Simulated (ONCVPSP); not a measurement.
# An ONCV potential for Al, from input to tests

Do these settings give a usable potential? It is generated, then checked for transferability, scattering, ghosts and hardness.

The numbers are computed with ONCVPSP 4.0.1.1 (patched build) (PBE, scalar-relativistic, spin-unpolarised reference atom).

### 1 The design

The settings as typed:

- element: aluminium (Al, Z = 13)
- type: optimised norm-conserving Vanderbilt (ONCV)
- frozen core: [Ne]
- valence charge: 3
- reference configuration: 3s2 3p1
- partial waves: 3s: rc 2.00 bohr, ncon 4, nbas 6, qcut 3.5 1/bohr, 3 projectors, debl 0.7 Ha; 3p: rc 1.85 bohr, ncon 4, nbas 7, qcut 4.1 1/bohr, 2 projectors, debl 2 Ha; d scattering state at 0.1 Ha: rc 1.75 bohr, ncon 5, nbas 8, qcut 6.5 1/bohr, 2 projectors, debl 2.3 Ha
- local potential: polynomial inside 1.15 bohr (lpopt 5, dvloc0 0 Ha)
- core correction: not asked for

The nodes and maxima of the atom's own shells, from an earlier all-electron run, set the scale for the radii.

All-electron outer shells of the reference configuration (PBE, scalar-relativistic, ld1.x):

| shell | level (eV) | outermost node (bohr) | outermost maximum (bohr) |
| --- | --- | --- | --- |
| 2s | -108.17 | 0.16 | 0.50 |
| 2p | -69.64 | – | 0.43 |
| 3s | -7.75 | 0.80 | 2.09 |
| 3p | -2.71 | 0.82 | 2.64 |

### 2 Generation

Al.dat

```
# ATOM AND REFERENCE CONFIGURATION
# atsym  z   nc   nv     iexc    psfile
  Al 13.00    3    2        4      upf
#
#   n    l    f
    1    0    2.00
    2    0    2.00
    2    1    6.00
    3    0    2.00
    3    1    1.00
#
# PSEUDOPOTENTIAL AND OPTIMIZATION
# lmax
    2
#
#   l,   rc,      ep,       ncon, nbas, qcut
    0    2.00    0.00    4    6    3.50
    1    1.85    0.00    4    7    4.10
    2    1.75    0.10    5    8    6.50
#
# LOCAL POTENTIAL
# lloc, lpopt,  rc(5),   dvloc0
    4    5    1.15    0.00
#
# VANDERBILT-KLEINMAN-BYLANDER PROJECTORs
# l, nproj, debl
    0    3    0.70
    1    2    2.00
    2    2    2.30
#
# MODEL CORE CHARGE
# icmod, fcfact, rcfact
    0    0.00    0.00
#
# LOG DERIVATIVE ANALYSIS
# epsh1, epsh2, depsh
   -2.00    5.00    0.02
#
# OUTPUT GRID
# rlmax, drl
    6.00    0.01
#
# TEST CONFIGURATIONS
# ncnf
    4
# nvcnf
#   n    l    f
    2
    3    0    2.00
    3    1    0.00
#
    2
    3    0    1.00
    3    1    0.00
#
    2
    3    0    2.00
    3    1    0.50
#
    2
    3    0    1.00
    3    1    2.00
#
```

Launch:

```
$ oncvpsp.x < Al.dat > Al.out
```

Before running it: what results should come out? Wanted: cutoffs for 1 and 0.1 mHa per electron, occupied waves; bound ghosts; GHOST(+) flags; largest test error; largest phase difference near zero energy, channels read.

The runs gave:

```
                                                quantity                 value
  cutoffs for 1 and 0.1 mHa per electron, occupied waves      5.7 Ha and 13 Ha
                                            bound ghosts        s at -85.26 eV
                                          GHOST(+) flags           s at 182 eV
                            largest test error (AE − PS)  +16 meV, for 3s1 3p0
largest phase difference near zero energy, channels read             0.002 rad
```

In words: It has a bound ghost (s), a state that the atom doesn't have, and that rules the file out. The worst unpolarised test, 3s1 3p0, is off by 16 meV on 25.0 eV; by total energies transferability rates as good. Atomic tests can pass in spite of a ghost, since they solve only for the levels asked. By its cutoff, 5.7 Ha for the looser tolerance, it is soft on the atom at that tolerance. At the looser tolerance the 3s wave is the slowest; 3p needs 2 Ha. That counts occupied waves only; other projectors can need more. Near zero energy the phases of the channels with partial waves agree within 0.002 rad. The program also flags highly localised states, GHOST(+) (s). These are tests on the free atom; a crystal test is still owed.
